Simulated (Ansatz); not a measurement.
**ZrGaF6: a short molecular-dynamics run**

Aim: set ZrGaF6 (a randomly packed cell, 16 atoms, not relaxed) in motion for 30 steps of 1 fs under a Langevin thermostat at 2000 K, and see how temperature, energy and positions respond.

All numbers below are computed with Ansatz 0.2.0 (DFT PBE, plane waves, PAW, scalar-relativistic, no spin polarisation).

**1. Starting point**

The cell holds 16 atoms (F12Ga2Zr2): a = 5.702 Å, b = 6.205 Å, c = 6.649 Å, α = 90.83°, β = 87.06°, γ = 94.81°.

As a file:

```xyz
16
Lattice="5.6933 -0.1445 -0.2840 -0.3465 6.1845 0.3641 0.6597 -0.4488 6.6009" Properties=species:S:1:pos:R:3 pbc="T T T"
Ga    3.5658    2.1971    5.9636
Ga    4.6335    5.8748    0.1355
Zr    1.8100    5.6662    2.1002
Zr    0.5119    2.6451    4.0696
F     3.9160    4.1571    4.1197
F     4.2636    1.3705    2.0387
F     3.8504    3.8617    1.2644
F     3.1824    4.6038    5.8563
F     2.5739    0.0876    5.2398
F     4.6188    5.1385    2.5951
F     5.4888   -0.2500    3.9862
F     3.0268    3.0327    2.8076
F     5.1678    2.8909    0.2266
F     1.6458    3.6199    6.4906
F     3.8451    0.9057    3.9074
F     0.8451    1.6921    0.2382
```

**2. Molecular dynamics**

File input.yaml:

```yaml
crystal:
  lattice:
    - [5.693259, -0.144478, -0.284004]
    - [-0.346503, 6.184527, 0.364101]
    - [0.65969, -0.448826, 6.600884]
  atoms:
    - { symbol: Ga, position: [0.548066, 0.433595, 0.903124] }
    - { symbol: Ga, position: [0.872407, 0.970634, 0.00452] }
    - { symbol: Zr, position: [0.342874, 0.944574, 0.280814] }
    - { symbol: Zr, position: [0.049956, 0.471867, 0.592645] }
    - { symbol: F, position: [0.661445, 0.732058, 0.612195] }
    - { symbol: F, position: [0.727103, 0.262229, 0.325667] }
    - { symbol: F, position: [0.694643, 0.654094, 0.185353] }
    - { symbol: F, position: [0.50871, 0.81898, 0.863919] }
    - { symbol: F, position: [0.363758, 0.081075, 0.804985] }
    - { symbol: F, position: [0.820651, 0.877614, 0.380039] }
    - { symbol: F, position: [0.891477, 0.026902, 0.640757] }
    - { symbol: F, position: [0.515623, 0.53276, 0.418128] }
    - { symbol: F, position: [0.93221, 0.492641, 0.047267] }
    - { symbol: F, position: [0.218428, 0.659827, 0.956295] }
    - { symbol: F, position: [0.617491, 0.204944, 0.60722] }
    - { symbol: F, position: [0.162236, 0.279394, 0.02766] }
  symmetry: { detect: false }
kpoints:
  mp_grid: { grid: [3, 3, 2] }
magnetization:
  spin_polarized: false
scf:
  occupations: { method: fermi_dirac, width: 0.1 }
hamiltonian:
  pseudopotentials: { kind: paw }
  xc: pbe
basis:
  ecutwfc: 420
md:
  timestep: 1.0
  n_steps: 30
  ensemble: nvt_langevin
  temperature: 2000.0
  initial_velocities: maxwell_boltzmann
  seed: 58557
total_charge: 1
```

On the command line:

```sh
$ ansatz run input.yaml --threads 2 --pin off --max-ram 2560MiB --backend cpu --events-out ev --progress --plain --runs-dir out
```

What it wrote (excerpt; [...] marks lines left out):

```text
Warning: RAYON_NUM_THREADS=2 ignored (pool sized by the plan → 2); use --threads N
[...]
Pseudopotentials: kind: paw
Pseudopotential: Ga, paw, valence charge 13, recommended cutoff 420 eV (normal), Ga.paw.azcp
Pseudopotential: Zr, paw, valence charge 12, recommended cutoff 420 eV (normal), Zr.paw.azcp
Pseudopotential: F, paw, valence charge 7, recommended cutoff 420 eV (normal), F.paw.azcp
Functional definition: PBE
[...]
Crystal: 16 atoms, lattice volume = 234.098 Å³
Basis set: ecut = 420 eV, 4585 PW (Γ), exchange–correlation on 80×90×90 points (8 copies of the dense FFT grid, shifted against one another)
Bands: 83, of which v1, the nominal top of the filled ones, is band 67 counted from 1 (66 counted from 0)
Symmetry: 1 space group operations
k-points: 10 of 18 (time reversal used)
[...]
SCF iter   1: F=—  HF=-25614.419173 eV  |F-HF|=—  |Δ(HF+E_count)|=         —  Δρ=5.89e-2  dr2=1.34e1  ethr=1.77e-3  ⟨swp⟩=5.1  Hψ=3253  notcnv=0
[...]
md step     0: t =     0.00 fs  T =  1875.0 K  F+E_penalty+E_count = -25613.37834626 eV  E_kin = 3.877800 eV  (16 SCF iters)
[...]
md step     1: t =     1.00 fs  T =  1795.8 K  F+E_penalty+E_count = -25613.38627152 eV  E_kin = 3.713968 eV  (12 SCF iters)
[...]
SCF iter   1: F=—  HF=-25613.487640 eV  |F-HF|=—  |Δ(HF+E_count)|=         —  Δρ=7.55e-3  dr2=1.07e-1  ethr=7.92e-5  ⟨swp⟩=1.0  Hψ=3256  notcnv=0
```

**3. The output, continued**

Output, continued (excerpt; [...] marks lines left out):

```text
[...]
SCF iter   2: F=—  HF=-25613.477331 eV  |F-HF|=—  |Δ(HF+E_count)|=   1.03e-2  Δρ=3.32e-3  dr2=1.50e-2  ethr=7.92e-5  ⟨swp⟩=2.0  Hψ=1350  notcnv=0
[...]
md step     2: t =     2.00 fs  T =  1912.6 K  F+E_penalty+E_count = -25613.47918558 eV  E_kin = 3.955650 eV  (13 SCF iters)
[...]
md step     9: t =     9.00 fs  T =  2969.0 K  F+E_penalty+E_count = -25615.91881605 eV  E_kin = 6.140360 eV  (9 SCF iters)
[...]
md step    16: t =    16.00 fs  T =  5358.1 K  F+E_penalty+E_count = -25620.82756540 eV  E_kin = 11.081480 eV  (11 SCF iters)
[...]
md step    23: t =    23.00 fs  T =  7291.9 K  F+E_penalty+E_count = -25626.67539888 eV  E_kin = 15.080734 eV  (10 SCF iters)
[...]
md step    29: t =    29.00 fs  T =  8574.8 K  F+E_penalty+E_count = -25630.69379248 eV  E_kin = 17.734092 eV  (11 SCF iters)
[...]
md step    30: t =    30.00 fs  T =  8579.7 K  F+E_penalty+E_count = -25631.14536913 eV  E_kin = 17.744227 eV  (17 SCF iters)
SCF converged after 17 iterations
Free energy (F): -25631.145369 eV
[...]
E sigma→0 (E₀):  -25631.035833 eV
Entropy (-TS):   -0.219072 eV (-13.692 meV/atom)
Fermi energy:    4.539643 eV
[...]
--- Forces (eV/Å), atoms counted from 1 ---
  atom   1  Ga    -4.78635295    -1.82129439    -1.78902463
  atom   2  Ga     0.98433078     0.82051907    -0.19838090
  atom   3  Zr     0.35381393    -0.67093346    -3.26535714
  atom   4  Zr    -7.07702655    -5.43287603     0.91313680
  atom   5  F      2.49372063     0.74035645    -2.05876947
  atom   6  F      2.07257056     2.87986860     0.81543670
  atom   7  F      0.10232988    -1.51202754     8.26320338
  atom   8  F     -1.76713876     1.86065837    -8.02731170
[...]
--- MD trajectory: 30 steps, t = 0.0 → 30.0 fs ---
  final state: T = 8579.7 K   F+E_penalty+E_count = -25631.14536913 eV   E_kin = 17.744227 eV
```

Wall time 6 min (2 threads of Arm Neoverse V1, shared host); peak memory 0.7 GiB.

**4. What the atoms did**

One step in 2; energies are changes from step 0; msd is the mean square displacement from the start, the centre of mass held:

```tsv
time (fs)	T (K)	potential energy change (meV/atom)	msd F (Å²)	msd Ga (Å²)	msd Zr (Å²)
0.0	1875	0.0	0.000	0.000	0.000
2.0	1913	-6.3	0.001	0.000	0.000
4.0	1948	-30.9	0.004	0.001	0.001
6.0	2427	-72.2	0.009	0.003	0.002
8.0	2833	-127.4	0.017	0.005	0.003
10.0	3409	-193.2	0.029	0.007	0.005
12.0	3907	-271.4	0.045	0.010	0.007
14.0	4628	-362.1	0.067	0.014	0.009
16.0	5358	-465.6	0.096	0.018	0.013
18.0	5624	-572.1	0.133	0.023	0.016
20.0	6238	-677.1	0.176	0.028	0.021
22.0	6952	-779.9	0.229	0.033	0.027
24.0	7303	-880.6	0.291	0.039	0.034
26.0	7586	-971.4	0.362	0.045	0.043
28.0	8159	-1049.8	0.442	0.051	0.051
30.0	8580	-1110.4	0.532	0.056	0.061
```

time (fs), T (K) and a bar:
```
      0.0       1875 
      1.0       1796 
      3.0       1792 
      4.0       1948 #
      5.0       2204 ##
      7.0       2673 ####
      8.0       2833 #####
      9.0       2969 #####
     10.0       3409 #######
     12.0       3907 #########
     13.0       4086 ##########
     14.0       4628 #############
     16.0       5358 ################
     17.0       5533 #################
     18.0       5624 #################
     20.0       6238 ####################
     21.0       6514 #####################
     22.0       6952 #######################
     23.0       7292 ########################
     25.0       7490 #########################
     26.0       7586 ##########################
     27.0       7967 ###########################
     29.0       8575 ##############################
     30.0       8580 ##############################
```

Pair distribution over the second half of the run:

```tsv
r (Å)	g F–F	g Ga–F	g Zr–F
0.68	0.00	0.00	0.00
0.84	0.00	0.00	0.00
1.00	0.00	0.00	0.00
1.16	0.00	0.00	0.00
1.32	0.00	0.00	0.00
1.48	0.00	0.00	0.00
1.64	0.06	0.28	0.00
1.80	0.32	0.32	0.09
1.96	1.59	0.90	0.47
2.12	1.95	3.08	0.60
2.28	1.70	2.52	0.81
2.44	0.76	1.68	1.48
2.60	0.96	1.71	2.18
2.76	0.97	0.83	2.20
```

First peaks of g(r) (not always the tallest), and, where a minimum follows, the mean number of second-named atoms round a first-named one up to the next minimum:

```tsv
pair	peak (Å)	height	minimum (Å)	neighbours
F–F	2.04	2.0	2.52	2.9
Ga–F	2.20	3.2	-	-
```

**5. Positions and forces**

Extended XYZ, with forces in eV/Å:

```xyz
16
Lattice="5.693 -0.144 -0.284 -0.347 6.185 0.364 0.660 -0.449 6.601" Properties=species:S:1:pos:R:3:forces:R:3 pbc="T T T" time_fs=5.0 T=2204 dE=-0.7939
Ga    3.584    2.208    5.932   -0.473    0.193    0.437
Ga    4.586    5.873    0.125   -0.073   -0.039   -0.576
Zr    1.803    5.631    2.106    1.946   -1.105   -0.871
Zr    0.534    2.644    4.043   -1.386   -0.889    0.134
F     3.924    4.087    4.184    2.296   -2.101    1.356
F     4.285    1.313    2.091    0.754   -0.104   -1.908
F     3.820    3.920    1.281   -1.897    1.863   -2.838
F     3.164    4.556    5.889    2.408   -0.530    2.238
F     2.571    0.121    5.224   -1.251    1.894    0.468
F     4.573    5.189    2.615    1.361    1.231   -2.001
F     5.631   -0.231    3.952    3.468    1.057    1.655
F     3.018    3.029    2.778   -5.771   -1.184    1.506
F     5.112    2.948    0.229   -2.632   -1.084   -1.526
F     1.596    3.619    6.539    0.163    1.037   -0.005
F     3.867    0.881    3.922   -0.764    1.945    1.100
F     0.855    1.748    0.271    1.850   -2.183    0.831
16
Lattice="5.693 -0.144 -0.284 -0.347 6.185 0.364 0.660 -0.449 6.601" Properties=species:S:1:pos:R:3:forces:R:3 pbc="T T T" time_fs=10.0 T=3409 dE=-3.0910
Ga    3.596    2.221    5.900   -0.398    0.401    0.540
Ga    4.539    5.875    0.114   -0.154   -0.249   -0.481
Zr    1.800    5.586    2.102    2.099   -1.674   -1.151
Zr    0.553    2.643    4.018   -1.443   -0.889   -0.175
F     3.984    3.995    4.238    3.209   -2.683    0.606
F     4.330    1.273    2.119    0.809    0.637   -1.635
F     3.760    3.981    1.267   -2.115    2.310   -1.919
F     3.188    4.491    5.946    1.594    0.341    2.340
F     2.537    0.186    5.200   -0.788    1.356    0.595
F     4.555    5.249    2.623    0.945    0.626   -1.536
F     5.825   -0.229    3.924    2.372    1.386    1.030
F     2.938    3.024    2.762   -5.932   -0.997    1.675
F     5.029    2.970    0.220   -2.805   -1.669   -2.243
F     1.547    3.607    6.602    0.375    1.543    0.196
F     3.870    0.897    3.942    0.200    1.646    1.257
F     0.902    1.802    0.325    2.032   -2.085    0.902
16
Lattice="5.693 -0.144 -0.284 -0.347 6.185 0.364 0.660 -0.449 6.601" Properties=species:S:1:pos:R:3:forces:R:3 pbc="T T T" time_fs=15.0 T=5106 dE=-6.6038
Ga    3.604    2.239    5.879   -0.032    0.617    0.643
Ga    4.490    5.875    0.096   -0.265   -0.507   -0.328
Zr    1.811    5.542    2.091    2.262   -2.298   -1.640
Zr    0.571    2.635    3.992   -1.772   -1.088   -0.557
F     4.094    3.886    4.295    3.438   -3.264   -0.027
F     4.407    1.252    2.129    0.980    1.471   -1.351
F     3.671    4.051    1.248   -2.062    2.468   -0.414
F     3.230    4.417    6.050    1.153    1.328    1.316
F     2.485    0.265    5.179   -0.255    1.020    0.715
F     4.558    5.314    2.635    0.760   -0.040   -1.155
F     6.035   -0.209    3.908    1.368    1.550    0.315
F     2.784    3.025    2.741   -5.660   -0.502    2.203
F     4.919    2.966    0.193   -2.839   -2.202   -2.955
F     1.525    3.604    6.671    0.011    1.765    0.693
F     3.862    0.960    3.951    0.872    1.487    1.524
F     0.979    1.837    0.396    2.040   -1.805    1.019
16
Lattice="5.693 -0.144 -0.284 -0.347 6.185 0.364 0.660 -0.449 6.601" Properties=species:S:1:pos:R:3:forces:R:3 pbc="T T T" time_fs=20.0 T=6238 dE=-10.8336
Ga    3.608    2.265    5.870    0.365    0.317    0.578
Ga    4.436    5.875    0.082   -0.143   -0.504   -0.154
Zr    1.840    5.493    2.074    2.348   -2.579   -2.339
Zr    0.581    2.620    3.959   -2.353   -1.762   -0.873
F     4.236    3.759    4.359    3.035   -2.963   -0.523
F     4.500    1.255    2.117    1.303    2.057   -0.853
F     3.561    4.134    1.204   -1.538    1.706    2.479
F     3.288    4.356    6.166    0.220    2.157   -1.353
F     2.426    0.363    5.174    0.405    1.009    0.924
F     4.563    5.365    2.639    0.637   -0.563   -0.744
F     6.239   -0.150    3.916    0.171    1.489   -0.606
F     2.568    3.025    2.743   -4.780    0.148    2.479
F     4.786    2.952    0.116   -2.599   -2.482   -3.126
F     1.494    3.627    6.739   -0.221    1.953    1.370
F     3.857    1.055    3.985    1.328    1.453    1.594
F     1.070    1.842    0.493    1.823   -1.436    1.146
16
Lattice="5.693 -0.144 -0.284 -0.347 6.185 0.364 0.660 -0.449 6.601" Properties=species:S:1:pos:R:3:forces:R:3 pbc="T T T" time_fs=25.0 T=7490 dE=-14.8389
Ga    3.610    2.283    5.866   -0.298   -0.601   -0.024
Ga    4.385    5.878    0.064    0.339    0.036   -0.093
Zr    1.872    5.438    2.046    1.899   -2.221   -3.123
Zr    0.584    2.608    3.923   -3.655   -2.932   -0.900
F     4.412    3.596    4.415    2.776   -1.661   -1.284
F     4.611    1.292    2.101    1.754    2.510   -0.081
F     3.442    4.222    1.187   -0.609    0.230    6.053
F     3.344    4.308    6.229   -1.085    2.451   -5.066
F     2.367    0.465    5.165    1.143    1.172    1.409
F     4.586    5.404    2.626    0.702   -0.898   -0.340
F     6.419   -0.057    3.928   -1.408    1.147   -1.681
F     2.308    3.021    2.759   -3.300    0.626    2.253
F     4.633    2.918   -0.005   -1.002   -2.007   -1.906
F     1.479    3.694    6.823   -0.599    1.966    2.318
F     3.864    1.166    4.041    1.642    1.333    1.430
F     1.171    1.829    0.609    1.700   -1.151    1.036
16
Lattice="5.693 -0.144 -0.284 -0.347 6.185 0.364 0.660 -0.449 6.601" Properties=species:S:1:pos:R:3:forces:R:3 pbc="T T T" time_fs=30.0 T=8580 dE=-17.7670
Ga    3.616    2.295    5.857   -4.786   -1.821   -1.789
Ga    4.346    5.880    0.043    0.984    0.821   -0.198
Zr    1.908    5.378    2.010    0.354   -0.671   -3.265
Zr    0.587    2.605    3.888   -7.077   -5.433    0.913
F     4.610    3.420    4.427    2.494    0.740   -2.059
F     4.745    1.361    2.080    2.073    2.880    0.815
F     3.304    4.310    1.225    0.102   -1.512    8.263
F     3.395    4.275    6.236   -1.767    1.861   -8.027
F     2.358    0.579    5.192    1.480    1.285    2.218
F     4.631    5.434    2.599    0.932   -1.060   -0.178
F     6.571    0.054    3.923   -2.554    0.758   -2.506
F     2.028    3.023    2.806    0.783    1.783   -0.215
F     4.476    2.866   -0.153    4.237   -1.214    1.651
F     1.466    3.776    6.934   -0.480    1.926    2.895
F     3.886    1.277    4.108    1.585    0.750    0.681
F     1.295    1.789    0.735    1.640   -1.092    0.800
```

**6. Summary of results**

```
                             quantity                             value
                               length                  30 steps of 1 fs
     temperature, first and last step                   1875 and 8580 K
             temperature, second half  mean 6894 K, from 5106 to 8580 K
        potential energy, second half      -790 meV/atom from the start
mean square displacement, second half    F 0.268, Ga 0.035, Zr 0.032 Å²
```

Against a set 2000 K the second half averages 6894 K, going from 5106 to 8580 K over that half; the potential energy of that half lies 790 meV/atom under the start, so the atoms have moved to lower-lying arrangements, and the energy set free heats the cell. Over the second half F atoms stand 0.5 Å (root mean square) from where they began, and the farthest move is 1.1 Å. Settings off the usual here: crystal.symmetry, total_charge. A run of 30 fs with 16 atoms shows the motion but fixes no equilibrium value. The k-mesh is coarse.
